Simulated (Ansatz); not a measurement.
## AgAs in Ansatz: convergence with k mesh

Input of the first run (k mesh 2 × 3 × 2); the others differ in this setting and in those tied to it:

File input.yaml:

```yaml
crystal:
  lattice:
    - [4.991382, 0.0, 0.0]
    - [0.0, 2.960789, 0.0]
    - [0.0, 0.0, 5.172699]
  atoms:
    - { symbol: Ag, position: [0.75, 0.0, 0.164771] }
    - { symbol: Ag, position: [0.25, 0.0, 0.835229] }
    - { symbol: As, position: [0.25, 0.5, 0.334355] }
    - { symbol: As, position: [0.75, 0.5, 0.665645] }
hamiltonian:
  xc: pbe
  pseudopotentials: { kind: paw }
kpoints:
  mp_grid: { grid: [2, 3, 2] }
scf:
  occupations: { method: gaussian, width: 0.1 }
output:
  forces: true
  stress: true
  eigenvalues: true
```

Potentials or basis: Ansatz PAW.

Launch:

```sh
$ ansatz run input.yaml --threads 2 --pin off --max-ram 5632MiB --backend cpu --events-out ev --progress --plain --runs-dir out
```

The cell comes from a database or a generator and needn't be the stable form of this composition.

Hardware: 2 threads of Arm Neoverse V2 (shared host).

Question: The values tried are 2 × 3 × 2, 2 × 4 × 2, 3 × 4 × 3, 3 × 5 × 3, 4 × 7 × 4, 5 × 8 × 5, 6 × 10 × 6, 7 × 12 × 7, 9 × 15 × 9, loosest first. From which on does the largest force stay within 0.005 eV/Å of the tightest run that finished?

Answer: From 7 × 12 × 7 on.

| k mesh | energy less the tightest run, at zero smearing (meV/atom) | pressure (GPa) | largest force (eV/Å) | SCF cycles | CPU time (s) | peak memory (GiB) |
| --- | --- | --- | --- | --- | --- | --- |
| 2 × 3 × 2 | -158.64 | -2.27 | 0.371 | 7 | 1.3 | 0.32 |
| 2 × 4 × 2 | 20.58 | -0.97 | 0.378 | 6 | 1.6 | 0.34 |
| 3 × 4 × 3 | 38.13 | -0.20 | 0.099 | 7 | 1.7 | 0.34 |
| 3 × 5 × 3 | 34.09 | -0.36 | 0.087 | 7 | 1.7 | 0.34 |
| 4 × 7 × 4 | -4.82 | -0.99 | 0.156 | 7 | 4.2 | 0.39 |
| 5 × 8 × 5 | 4.58 | -0.97 | 0.079 | 7 | 5.2 | 0.4 |
| 6 × 10 × 6 | -1.81 | -0.87 | 0.114 | 7 | 11 | 0.48 |
| 7 × 12 × 7 | 1.07 | -0.84 | 0.056 | 7 | 12 | 0.51 |
| 9 × 15 × 9 | 0.00 | -0.83 | 0.057 | 6 | 20 | 0.65 |

Against the tightest run, the pressure stays within 0.1 GPa from 6 × 10 × 6 on. Not settled before the last step: the energy (to 1 meV/atom). Meshes of other sizes hit other points, so gaps and Fermi surfaces needn't settle smoothly. The tightest run that finished is the yardstick and may itself not be fully converged.
